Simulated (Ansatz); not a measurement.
**LaCo5 (P6/mmm): relaxations under a series of pressures in Python**

How does LaCo5 (P6/mmm) give way under pressure? The task is relaxations under a series of pressures, for LaCo5 (P6/mmm).

All numbers are computed with Ansatz 0.2.0 through its Python package. Level of theory: DFT PBEsol, plane waves, PAW.

### Step 1. The structure

Symmetry: P6/mmm, No. 191, hexagonal system. Conventional cell: a = 5.109 Å, b = 5.109 Å, c = 3.970 Å, α = 90.00°, β = 90.00°, γ = 120.00°. La (site symmetry 6/mmm) has 18 Co at 2.95 to 3.24 Å in its first shell of neighbours. Around Co (site symmetry -6m2) lie 9 Co at 2.47 to 2.95 Å and 3 La at 2.95 Å. Co (site symmetry mmm) has 8 Co at 2.47 to 2.55 Å in its first shell of neighbours.

No structure file is read: the coordinates are typed or built in the script.

### Step 2. Script

compress.py

```python
"""Volume and enthalpy of LaCo5 against pressure."""

import warnings

import ansatz as az
import numpy as np
import pandas as pd

FUNCTIONAL = "pbesol"
TOLERANCE = 1e-10
K_SPACING = 0.22
FILLING = "fermi_dirac"
WIDTH_EV = 0.1

def edges_and_angles(cell):
    cell = np.asarray(cell)
    a, b, c = np.linalg.norm(cell, axis=1)
    cosines = cell[1] @ cell[2] / (b * c), cell[0] @ cell[2] / (a * c), cell[0] @ cell[1] / (a * b)
    return (a, b, c, *np.degrees(np.arccos(cosines)))

warnings.simplefilter("ignore", az.DeckWarning)

lattice = az.Lattice.of(
    [5.109, 0.0, 0.0],
    [-2.5545, 4.42452379, 0.0],
    [0.0, 0.0, 3.97],
)
sites = [
    ("La", [0.0, 0.0, 0.0]),
    ("Co", [1 / 3, 2 / 3, 0.0]),
    ("Co", [2 / 3, 1 / 3, 0.0]),
    ("Co", [0.5, 0.0, 0.5]),
    ("Co", [0.5, 0.5, 0.5]),
    ("Co", [0.0, 0.5, 0.5]),
]
laco5 = az.Crystal(lattice=lattice)
for symbol, position in sites:
    laco5 = laco5.atom(symbol, position)
laco5 = laco5.moments(Co=2.5)

calculation = (
    laco5.calculation()
    .functional(FUNCTIONAL)
    .pseudopotentials("paw")
    .scf(tolerance=TOLERANCE)
    .spin("collinear")
    .kpoints(spacing=K_SPACING)
    .occupations(FILLING, width=WIDTH_EV)
)

# H = F + PV, with 1 GPa A^3 = 1/160.21766 eV
rows = []
for pressure in [0, 2, 4, 6, 8]:
    out = calculation.relax(cell=True, pressure=pressure, force_tolerance=0.03, max_steps=60).run(threads=1, pin="off")
    cell = out.lattice.cell_ang
    n_atoms = len(out.lattice.sites)
    volume = abs(np.linalg.det(cell)) / n_atoms
    enthalpy = out.report["free_energy_ev"] / n_atoms + pressure * volume / 160.21766
    rows.append((pressure, volume, enthalpy, *edges_and_angles(cell)))
    print(f"{pressure} GPa done: {volume:.4f} A^3/atom")

table = pd.DataFrame(rows, columns=["P_GPa", "V_A3_atom", "H_eV_atom", "a", "b", "c", "alpha", "beta", "gamma"])
print(table.round(4).to_string(index=False))
p, v = np.array([row[0] for row in rows], float), np.array([row[1] for row in rows])
print("mean bulk modulus between rows (GPa):", np.round(-np.diff(p) / np.diff(np.log(v)), 1))
```

### Step 3. The input behind the calls

The package turns the script's settings into the engine's input (first run):

```yaml
crystal:
  lattice:
    - [5.109, 0.0, 0.0]
    - [-2.5545, 4.42452379, 0.0]
    - [0.0, 0.0, 3.97]
  atoms:
    - { symbol: La, position: [0.0, 0.0, 0.0] }
    - { symbol: Co, position: [0.3333333333333333, 0.6666666666666666, 0.0] }
    - { symbol: Co, position: [0.6666666666666666, 0.3333333333333333, 0.0] }
    - { symbol: Co, position: [0.5, 0.0, 0.5] }
    - { symbol: Co, position: [0.5, 0.5, 0.5] }
    - { symbol: Co, position: [0.0, 0.5, 0.5] }
kpoints:
  mp_grid:
    kspacing: 0.22
hamiltonian:
  xc: pbesol
  pseudopotentials:
    kind: paw
magnetization:
  spin_polarized: true
  per_species:
    Co: 2.5
scf:
  convergence:
    dr2_threshold: 1.0e-10
  occupations:
    method: fermi_dirac
    width: 0.1
relax:
  f_tol: 0.03
  max_steps: 60
  cell:
    p_target: 0.0
```

### Step 4. Launch

The run is started by

```bash
$ python compress.py
```

**Question.** How far does the cell shrink over this series of pressures, and what bulk modulus does the first step imply?

**Answer**, as computed:

| quantity | value |
| --- | --- |
| bulk modulus between neighbouring pressures | 148.2 to 175.7 GPa |
| runs compared | 5 |
| range of energy | 15.79 meV/atom |

In words: The crystal stiffens as it is compressed. The volume falls from 13.82 Å³ an atom at 0 GPa to 13.16 at 8 GPa, by 4.8 %. Between 0 and 2 GPa, -V dP/dV is about 148 GPa, a mean over that step. In run 1, over 3 moves the cell shrank by 7.6 % in volume, and the space group stayed P6/mmm. In run 5, the volume shrank by 12.0 % over 4 moves under the 8 GPa asked, and the space group stayed P6/mmm. At a fixed pressure a relaxation lowers the enthalpy F + PV, while F alone can rise. Symmetry holds the cell in this phase, so another phase that may be stable under pressure is not reached.
